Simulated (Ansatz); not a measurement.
# LuSe: the cost of one run

Computed with Ansatz 0.2.0 (DFT PBEsol, frozen-core PAW, scalar-relativistic unless said, unless a step's input says otherwise).

**1. The starting structure**

It takes space group Fm-3m (No. 225, cubic). Conventional cell: a = 5.576 Å, b = 5.576 Å, c = 5.576 Å, α = 90.00°, β = 90.00°, γ = 90.00°. Lu (site symmetry m-3m) is surrounded by 6 Se at 2.79 Å. Se (site symmetry m-3m) is surrounded by 6 Lu at 2.79 Å.

Coordinates:

```cif
data_structure
_symmetry_space_group_name_H-M 'P 1'
_symmetry_Int_Tables_number 1
_cell_length_a 3.9428
_cell_length_b 3.9428
_cell_length_c 3.9428
_cell_angle_alpha 60.000
_cell_angle_beta 60.000
_cell_angle_gamma 60.000
_cell_volume 43.34
loop_
_atom_site_label
_atom_site_type_symbol
_atom_site_fract_x
_atom_site_fract_y
_atom_site_fract_z
_atom_site_occupancy
Lu1 Lu 0.00000 0.00000 0.00000 1
Se1 Se 0.50000 0.50000 0.50000 1
```

Cartesian axes are those of the input's lattice vectors. The structure goes back to a database entry.

**2. Cell and atoms relaxed, PAW**

input.yaml reads:

```yaml
crystal:
  lattice:
    - [0.0, 2.788, 2.788]
    - [2.788, 0.0, 2.788]
    - [2.788, 2.788, 0.0]
  atoms:
    - { symbol: Lu, position: [0.0, 0.0, 0.0] }
    - { symbol: Se, position: [0.5, 0.5, 0.5] }
kpoints:
  mp_grid: { grid: [14, 14, 14] }
scf:
  occupations: { method: fermi_dirac, width: 0.08 }
hamiltonian:
  xc: pbesol
  pseudopotentials: { kind: paw }
relax:
  f_tol: 0.002
  max_steps: 80
  cell: {}
output:
  forces: true
  stress: true
```

Command:

```bash
$ ansatz run input.yaml --threads 1 --pin off --max-ram 3072MiB --backend cpu --events-out ev --progress --plain --runs-dir out
```

Q: Estimate wall time and peak memory on 1 thread of Arm Neoverse V2, shared host.

About 27 s, with a peak of 0.41 GiB.
